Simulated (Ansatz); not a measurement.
# YTe: elastic constants

How stiff is the crystal, and how unevenly? Runs: cell and atoms relaxed (PAW); reference run (PAW); cell relaxed at 10 GPa (PAW); at 10 GPa (PAW).

The COD entry's cell or inner coordinates are ideal or old and differ from later refinements, so a difference from it is no clean test against experiment.

Method: DFT PBEsol, frozen-core PAW, scalar-relativistic unless said, in Ansatz 0.2.0.

1 further run of the same task is left out (set aside as unsound or not needed).

## (1) The system as given

Symmetry: Fm-3m, No. 225, cubic system. Conventional cell: a = 6.080 Å, b = 6.080 Å, c = 6.080 Å, α = 90.00°, β = 90.00°, γ = 90.00°. Y (site symmetry m-3m) has 6 Te at 3.04 Å as nearest neighbours. Te (site symmetry m-3m) is surrounded by 6 Y at 3.04 Å.

Structure file:

```cif
data_structure
_symmetry_space_group_name_H-M 'P 1'
_symmetry_Int_Tables_number 1
_cell_length_a 4.2992
_cell_length_b 4.2992
_cell_length_c 4.2992
_cell_angle_alpha 60.000
_cell_angle_beta 60.000
_cell_angle_gamma 60.000
_cell_volume 56.19
loop_
_atom_site_label
_atom_site_type_symbol
_atom_site_fract_x
_atom_site_fract_y
_atom_site_fract_z
_atom_site_occupancy
Y1 Y 0.50000 0.50000 0.50000 1
Te1 Te 0.00000 0.00000 0.00000 1
```

Cartesian axes are those of the input's lattice vectors. The structure goes back to a database entry.

## (2) Cell and atoms relaxed, PAW

input.yaml

```yaml
crystal:
  lattice:
    - [0.0, 3.04, 3.04]
    - [3.04, 0.0, 3.04]
    - [3.04, 3.04, 0.0]
  atoms:
    - { symbol: "Y", position: [0.5, 0.5, 0.5] }
    - { symbol: Te, position: [0.0, 0.0, 0.0] }
kpoints:
  mp_grid: { grid: [12, 12, 12] }
scf:
  occupations: { method: fermi_dirac, width: 0.08 }
hamiltonian:
  xc: pbesol
  pseudopotentials: { kind: paw }
relax:
  f_tol: 0.002
  max_steps: 80
  cell: {}
output:
  forces: true
  stress: true
```

Run with:

```
> ansatz run input.yaml --threads 1 --pin off --max-ram 2048MiB --backend cpu --events-out ev --progress --plain --runs-dir out
```

## (3) Reference run, PAW

Edit input.yaml of step 2 so:

```diff
@@ -15,8 +15,5 @@
   pseudopotentials: { kind: paw }
-relax:
-  f_tol: 0.002
-  max_steps: 80
-  cell: {}
-output:
-  forces: true
-  stress: true
+elastic:
+  mode: relaxed_ion
+  stencil: two_point
+  amplitude: 0.008
```

## (4) Cell relaxed at 10 GPa, PAW

Edit input.yaml of step 3 so:

```diff
@@ -15,5 +15,8 @@
   pseudopotentials: { kind: paw }
-elastic:
-  mode: relaxed_ion
-  stencil: two_point
-  amplitude: 0.008
+relax:
+  f_tol: 0.002
+  max_steps: 80
+  cell: { p_target: 10 }
+output:
+  forces: true
+  stress: true
```

## (5) At 10 GPa, PAW

input.yaml

```yaml
crystal:
  lattice:
    - [0.0, 2.92735008639, 2.92735008639]
    - [2.92735008639, 0.0, 2.92735008639]
    - [2.92735008639, 2.92735008639, 0.0]
  atoms:
    - { symbol: "Y", position: [0.5, 0.5, 0.5] }
    - { symbol: Te, position: [0.0, 0.0, 0.0] }
kpoints:
  mp_grid: { grid: [12, 12, 12] }
scf:
  occupations: { method: fermi_dirac, width: 0.08 }
hamiltonian:
  xc: pbesol
  pseudopotentials: { kind: paw }
elastic:
  mode: relaxed_ion
  stencil: two_point
  amplitude: 0.008
```

(Steps that only read results are left out.)

Before running it: what results should come out? Wanted: C11; C12; C44; bulk, shear and Young's modulus; Debye temperature from sound speeds; universal anisotropy index.

**Answer**, as computed:

| quantity | value |
| --- | --- |
| C11 (PAW) | 180 GPa |
| C12 (PAW) | 13 GPa |
| C44 (PAW) | 9 GPa |
| bulk, shear and Young's modulus | 69, 26, 70 GPa |
| Debye temperature from sound speeds | 191 K |
| universal anisotropy index | 8.73 |

In words: All eigenvalues are positive, so the crystal is mechanically stable; by PAW K = 69 and G = 26 GPa, K/G = 2.60, on the ductile side of Pugh's rough line at 1.75, which was drawn for metals. Young's modulus runs from 26 to 178 GPa with direction. At 10 GPa K rises to 109 GPa. Cautions: frozen-core PAW files fitted under PBE, their cores solved anew for the functional of the run; responses of metals move with mesh and smearing.
